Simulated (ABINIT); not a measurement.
The system is PdRh.

```
Pd Rh
1.0
     1.37921    0.79629    4.49525
    -1.37921    0.79629    4.49525
     0.00000   -1.59258    4.49525
Pd Rh
1 1
Direct
  0.00000 0.00000 0.00000
  0.50000 0.50000 0.50000
```

The cell comes from a database or a generator and needn't be the stable form of this composition.

- Program: ABINIT 10.8.3 (patched build)
- Task: relaxation of cell and atoms
- Functional: PBEsol
- Potentials or basis: JTH PAW PBE v2.0
- Cutoff: 599 eV
- k mesh: 9 × 9 × 9
- Occupations: fermi-dirac, width 0.05 eV
- Spin: no spin polarisation

At the start: pressure -11.7 GPa; volume 14.81 Å³/atom.

How do energy, volume and symmetry change on relaxing?

Over 5 steps the energy falls by 30.5 meV/atom and the volume is 14.02 Å³/atom (-5.3 %); space group R-3m (No. 166, to 0.05 Å).

The path:
| step | energy change (eV) | largest force (eV/Å) | pressure (GPa) | volume (Å³) |
| --- | --- | --- | --- | --- |
| 1 | 0.0000 | 0.0000 | -11.68 | 29.62 |
| 2 | -0.0535 | 0.0000 | -4.40 | 28.58 |
| 3 | -0.0609 | 0.0000 | 0.47 | 27.99 |
| 4 | -0.0610 | 0.0000 | 0.00 | 28.04 |
| 5 | -0.0611 | 0.0000 | -0.03 | 28.05 |

Final structure:
```xyz
2
Lattice="1.3556 0.7827 4.4055 -1.3556 0.7827 4.4055 0.0000 -1.5653 4.4055" Properties=species:S:1:pos:R:3 pbc="T T T"
Pd    0.0000    0.0000    0.0000
Rh    0.0000    0.0000    6.6083
```

Caveat: the PAW data sets were made with another functional, which shifts forces and pressure a little.
